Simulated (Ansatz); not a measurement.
**CaH4: relaxation of cell and atoms with PBE**

The system is CaH4.

```
CELL_PARAMETERS angstrom
4.16798 0.00000 0.00000
0.00000 4.16798 0.00000
0.00000 0.00000 4.16798
ATOMIC_POSITIONS crystal
Ca 0.00000 0.00000 0.00000
H 0.50000 0.00000 0.00000
H 0.00000 0.50000 0.00000
H 0.00000 0.00000 0.50000
H 0.50000 0.50000 0.50000
```

The cell was built by a generator and needn't be a form met in nature.

```yaml
Program: Ansatz 0.2.0
Task: relaxation of cell and atoms
Functional: PBE
Potentials_or_basis: Ansatz PAW
Cutoff: "420 eV (not typed: the program's choice for these potentials)"
k_mesh: 5 × 5 × 5
Occupations: fermi-dirac, width 0.05 eV
Spin: no spin polarisation
Target_pressure: 5 GPa
Target_pressure_GPa: 5
```

```yaml
Relaxed_volume: 12.26 Å³/atom
Relaxed_cell: a = 3.942 Å, b = 3.942 Å, c = 3.942 Å, α = 90.00°, β = 90.00°, γ = 90.00°
Space_group_after_relaxing_to_0.05_Å: Pm-3m (No. 221)
Energy_change_on_relaxing_the_enthalpy_is_what_falls: +31.8 meV/atom
Ionic_steps: 7
Pressure_after_relaxing: 5.0 GPa
Band_gap_on_the_k_mesh: none (metal or under the smearing width)
```

Step by step:
| step | energy change (eV) | largest force (eV/Å) | volume (Å³) |
| --- | --- | --- | --- |
| 1 | 0.0000 | 0.0000 | 72.41 |
| 2 | 0.1261 | 0.0000 | 62.24 |
| 3 | 0.1560 | 0.0000 | 61.21 |
| 4 | 0.1514 | 0.0000 | 61.36 |
| 5 | 0.1562 | 0.0000 | 61.36 |
| 6 | 0.1589 | 0.0000 | 61.28 |
| 7 | 0.1590 | 0.0000 | 61.28 |

Final structure:
```
Ca H
1.0
     3.94242    0.00000    0.00000
     0.00000    3.94242    0.00000
     0.00000    0.00000    3.94242
Ca H
1 4
Direct
  0.00000 0.00000 0.00000
  0.50000 0.00000 0.00000
  0.00000 0.50000 0.00000
  0.00000 0.00000 0.50000
  0.50000 0.50000 0.50000
```

Levels at points of the mesh, in eV from the Fermi level:
```
           k point  band 3  band 4  band 5  band 6  band 7  band 8  band 9  band 10  band 11  band 12
(0.00, 0.00, 0.00)  -18.87  -18.87   -4.36   -1.14   -1.14    1.24    7.52     7.52     7.52     8.62
```

Wall time 3.2 s on 2 threads of Arm Neoverse V1 (shared host), peak memory 0.29 GiB.

Caveat: the volume moved by over 15 % at a fixed basis, so the end points are rough; the plane-wave basis is chosen anew once the cell has moved, so the energies of steps on either side of that aren't comparable.
